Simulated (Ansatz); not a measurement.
# AlH8N3O: the cost of one run

All numbers below are computed with Ansatz 0.2.0 (RKS B3LYP/def2-SVP).

## Step 1: The system as given

Bond lengths: Al1–O2 2.181 Å, Al1–N3 1.777 Å, Al1–N4 1.773 Å, Al1–N6 2.238 Å, O2–H7 0.953 Å, N3–H8 1.010 Å, N3–H9 1.009 Å, N4–H10 1.010 Å, N4–H11 1.011 Å, N6–H12 1.008 Å, N6–H13 1.009 Å. Angles (14 of 16 angles, heavy atoms first): O2–Al1–N3 113.7°, O2–Al1–N4 106.2°, O2–Al1–N6 71.1°, N3–Al1–N4 128.1°, N3–Al1–N6 109.9°, N4–Al1–N6 113.5°, Al1–O2–H7 121.4°, Al1–N3–H8 127.3°, Al1–N3–H9 123.9°, Al1–N4–H10 127.8°, Al1–N4–H11 122.9°, Al1–N6–H12 123.2°, Al1–N6–H13 125.5°, H8–N3–H9 108.5°.

Coordinates:

```xyz
13

Al   -0.0353   -0.4429    0.2674
O     1.4971    0.2677   -1.1118
N    -1.2329   -1.5174   -0.4874
N     0.7598   -0.6248    1.8411
H     0.6114    1.1555   -0.8544
N    -0.4731    1.6854   -0.2706
H     1.4837    0.0301   -2.0351
H    -1.6676   -1.4085   -1.3920
H    -1.6640   -2.2986   -0.0163
H     0.3906   -1.0582    2.6757
H     1.6747   -0.2447    2.0417
H    -0.2031    2.4678    0.3051
H    -1.1412    1.9887   -0.9634
```

## Step 2: A restrained relaxation towards end A

Springs on the bonds that form and break draw the guess towards this end; the thresholds are loose.

Input file input.yaml:

```yaml
crystal:
  periodic: [false, false, false]
  atoms:
    - { symbol: Al, position_ang: [-0.0353, -0.4429, 0.2674] }
    - { symbol: O, position_ang: [1.4971, 0.2677, -1.1118] }
    - { symbol: "N", position_ang: [-1.2329, -1.5174, -0.4874] }
    - { symbol: "N", position_ang: [0.7598, -0.6248, 1.8411] }
    - { symbol: H, position_ang: [0.6114, 1.1555, -0.8544] }
    - { symbol: "N", position_ang: [-0.4731, 1.6854, -0.2706] }
    - { symbol: H, position_ang: [1.4837, 0.0301, -2.0351] }
    - { symbol: H, position_ang: [-1.6676, -1.4085, -1.392] }
    - { symbol: H, position_ang: [-1.664, -2.2986, -0.0163] }
    - { symbol: H, position_ang: [0.3906, -1.0582, 2.6757] }
    - { symbol: H, position_ang: [1.6747, -0.2447, 2.0417] }
    - { symbol: H, position_ang: [-0.2031, 2.4678, 0.3051] }
    - { symbol: H, position_ang: [-1.1412, 1.9887, -0.9634] }
basis:
  gaussian: { orbitals: def2-SVP }
hamiltonian:
  xc: b3lyp
relax:
  f_tol: 0.15
  max_steps: 25
  restrain:
    - { distance: [0, 5], at: 3.22, k: 30.0 }
    - { distance: [4, 1], at: 2.27, k: 30.0 }
    - { distance: [0, 1], at: 1.87, k: 30.0 }
    - { distance: [4, 5], at: 1.02, k: 30.0 }
```

Launch:

```console
$ ansatz run input.yaml --threads 2 --pin off --max-ram 3072MiB --backend cpu --events-out ev --progress --plain --runs-dir out
```

Q: Estimate wall time and peak memory on 2 threads of Arm Neoverse V1, shared host.

About 39 s, with a peak of 0.25 GiB.
